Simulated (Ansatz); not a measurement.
**AgH+ (doublet): the correlation ladder, def2-SVP**

How much of the correlation energy of AgH+ (doublet) does each wave-function method recover here?

Method: def2-SVP, core rule «outside noble gas», up to 4 orbitals frozen; program: Ansatz 0.2.0, Gaussian basis.

The runs, in order: UHF; CCSD(T) on ROHF; CCSD(T) on UHF; CISD; CCSDT(Q) on ROHF; CCSDT(Q) on UHF; CASSCF and MRCISD+Q, 11 electrons in 7 orbitals; CASSCF and NEVPT4(SD), 11 electrons in 7 orbitals; CASSCF and NEVPT2, 11 electrons in 7 orbitals.

6 further runs of the same task are left out: 2 that didn't finish, 4 set aside as unsound or not needed.

### Step 1. What is computed

The geometry is a PBE0/def2-TZVP stationary point (not a proven minimum). No spin-orbit coupling is included. Elements past krypton take def2 core potentials.

2 atoms, charge 1, spin multiplicity 2.

Atoms are counted from 1 here; the program's logs count them from 0.

Bond lengths: Ag1–H2 1.682 Å.

### Step 2. UHF

in.yaml reads:

```yaml
crystal:
  periodic: [false, false, false]
  atoms:
    - {symbol: Ag, position_ang: [0.000000, 0.000000, 0.000000]}
    - {symbol: H, position_ang: [0.000000, 0.000000, 1.682400]}
basis:
  gaussian: {orbitals: def2-SVP}
total_charge: 1
magnetization: {spin_polarized: true, initial_magnetization: 1}
hamiltonian: {xc: hf}
output: {orbitals: {seedname: orbitals}}
```

Started as:

```sh
> ansatz run in.yaml --threads 1 --pin off --events-out ev --progress --plain --max-ram 2393MiB
```

Further steps of the session: CCSD(T) on ROHF; CCSD(T) on UHF; CISD; CCSDT(Q) on ROHF; CCSDT(Q) on UHF; CASSCF and MRCISD+Q, 11 electrons in 7 orbitals; CASSCF and NEVPT4(SD), 11 electrons in 7 orbitals; CASSCF and NEVPT2, 11 electrons in 7 orbitals.

**Question.** What will the summary of the whole plan be? Wanted: UCCSDT(Q) below the RHF energy; RMP2 from UCCSDT(Q); UMP2 from UCCSDT(Q); RCCSD from UCCSDT(Q); RCCSD(T) from UCCSDT(Q); UCCSD(T) from UCCSDT(Q); RCCSDT(Q) from UCCSDT(Q); NEVPT2 valence from UCCSDT(Q); NEVPT4(SD) valence from UCCSDT(Q).

As calculated:

```
                         quantity                                          value
   UCCSDT(Q) below the RHF energy                                     -6.1245 eV
              RMP2 from UCCSDT(Q)                                      +88.2 meV
              UMP2 from UCCSDT(Q)                                      +52.6 meV
             RCCSD from UCCSDT(Q)                                     +139.7 meV
          RCCSD(T) from UCCSDT(Q)                                       +3.5 meV
          UCCSD(T) from UCCSDT(Q)                                       -0.5 meV
         RCCSDT(Q) from UCCSDT(Q)                                       +6.9 meV
    NEVPT2 valence from UCCSDT(Q)                                     +555.8 meV
NEVPT4(SD) valence from UCCSDT(Q)                                     +104.6 meV
  MRCISD+Q valence from UCCSDT(Q)                                      +89.3 meV
levels within 1 kcal/mol (43 meV)  RCCSD(T), UCCSD(T), RCCSDT, UCCSDT, RCCSDT(Q)
                    T1 diagnostic                                          0.034
   effectively unpaired electrons                                           1.00
```

**Reading.** RCCSD(T) lands +3.5 meV from the yardstick (0.1 % of the correlation energy). One determinant dominates. Of the multireference levels listed MRCISD+Q valence comes nearest in total energy (+89.3 meV), which doesn't show that its space is the better one. These misses are within one basis, not against nature; the frozen cores of restricted and unrestricted runs differ, which can shift their rows.
